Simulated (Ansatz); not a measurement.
FHSi, SMILES F[SiH], the interaction energy of a dimer with the counterpoise correction

Program: Ansatz 0.2.0, Python API.

Notebook, run cell by cell (the value of a cell's last expression is shown):

In [1]:
```python
import ansatz as az
import numpy as np
```

In [2]:
```python
FIRST = [
    ("F", (-1.1089, 0.0975, -0.6046)),
    ("Si", (0.1765, 0.5616, 0.1605)),
    ("H", (0.9325, -0.6591, 0.4441)),
]
SECOND = [
    ("F", (4.7577, 1.6114, 1.4847)),
    ("Si", (3.7446, 0.8081, 0.6007)),
    ("H", (2.4613, 0.882, 1.3005)),
]

def energy(atoms, ghosts=()):
    molecule = az.Crystal.molecule()
    for symbol, xyz in atoms:
        molecule = molecule.atom(symbol, xyz)
    calc = (
        molecule.calculation()
        .basis(gaussian="def2-SVP")
        .functional("r2SCAN")
    )
    deck = calc.input()
    if ghosts:
        deck = deck.set(az.key.basis.gaussian.ghost_atoms, [{"symbol": s, "position_ang": list(xyz)} for s, xyz in ghosts])
    return az.Session.from_dict(deck).plan().execute().report["free_energy_ev"]
```

In [3]:
```python
direction = np.array([0.9182, 0.2765, 0.2836])
print("shift (A)   counterpoise-corrected interaction (eV)")
for shift in (-0.3, 0.0, 0.4, 1.0, 2.0):
    moved = [(s, tuple(np.round(np.array(xyz) + shift * direction, 4))) for s, xyz in SECOND]
    gain = energy(FIRST + moved) - energy(FIRST, moved) - energy(moved, FIRST)
    print(f"{shift:8.2f} {gain:14.3f}")
```
```text
shift (A)   counterpoise-corrected interaction (eV)
   -0.30         -0.089
    0.00         -0.084
    0.40         -0.058
    1.00         -0.024
    2.00         -0.004
```

The settings weren't tested for convergence. The dimer is a generated trial pose of unrelaxed monomers, not a minimum, so the figure is no binding energy, and the basis set is small. This level lacks the dispersion part of the attraction (electrostatics and induction are there), which can decide the sign where the interaction is weak. The whole script took 36 s on 1 thread of Intel(R) Xeon(R) Platinum 8375C CPU @ 2.90GHz (Ice Lake), on a shared host, peak memory 0.2 GiB.
